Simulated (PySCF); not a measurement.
# A gas-phase reaction: H4Si + F2 → FH3Si + FH

Aim: the reaction energy of `[SiH4]` + `FF` → `F[SiH3]` + `F`.

Computed with PySCF 2.14.0; each step states its level. No surroundings beyond the atoms listed, unless a continuum is named. Atoms count from 0, parts from 1.

### Step 1. The system as given

Each species was relaxed by itself at PBE0-D3(BJ)/def2-SVPD.

### Step 2. Energies of the species: wB97M-D3(BJ)/def2-TZVPD

The job: settings as JSON, then the geometry in Å.

```
{"job": {"kind": "react", "xc": "wB97M-D3(BJ)", "basis": "def2-TZVPD"}, "charge": 0, "multiplicity": 1}
-1 H4Si charge 0 multiplicity 1
Si    -0.002950    -0.003230    -0.003140
H      0.119220    -0.999430     1.100280
H     -0.337980     1.333180     0.568380
H      1.290220     0.081840    -0.741620
H     -1.083250    -0.428540    -0.939570

-1 F2 charge 0 multiplicity 1
F      0.688540     0.016300    -0.019160
F     -0.688540    -0.016300     0.019160

+1 FH3Si charge 0 multiplicity 1
F      1.014960     0.760930    -0.961060
Si    -0.037240    -0.017420     0.030890
H      0.164390     0.508640     1.407410
H     -1.413080     0.267390    -0.456940
H      0.267500    -1.471500    -0.038480

+1 FH charge 0 multiplicity 1
F      0.456330    -0.004350    -0.058540
H     -0.456330     0.004350     0.058540
```

With the program's defaults for keys left out, this is: wB97M-D3(BJ)/def2-TZVPD reaction energy of separated species, gas phase.

On the command line:

```sh
$ OMP_NUM_THREADS=1 python cluster_run.py task.json out
```

The driver reads the jobs from task.json and runs them one after another.

**Question.** The jobs that follow are: PBE0-D3(BJ)/def2-TZVPD reaction energy of separated species, gas phase; MP2/def2-TZVPD reaction energy of separated species, gas phase. Predict: reaction energy (wB97M-D3(BJ)/def2-TZVPD); ΔH, ΔG at 298 K (xTB thermal terms). Thermal terms come from harmonic xTB runs on each species.

As calculated:

| quantity | value |
| --- | --- |
| reaction energy (wB97M-D3(BJ)/def2-TZVPD) | -157.0 kcal/mol |
| ΔH, ΔG at 298 K (xTB thermal terms) | -155.1, -155.6 kcal/mol |
| range of the reaction energy over the runs of this table | -166.8 to -155.3 kcal/mol |

What this shows: The reaction is exothermic by 155.1 kcal/mol in the gas phase; dispersion gives +0.01, and xTB itself gave -124.3 for the electronic energy (xTB energies and thermal terms come from the earlier relaxation of each species, not shown). No barrier was sought. xTB and this level differ widely in the electronic energy, so what comes from xTB (the thermal terms above all) is less safe here. The reaction energy runs from -166.8 (MP2/def2-TZVPD) to -155.3 kcal/mol (PBE0-D3(BJ)/def2-TZVPD).
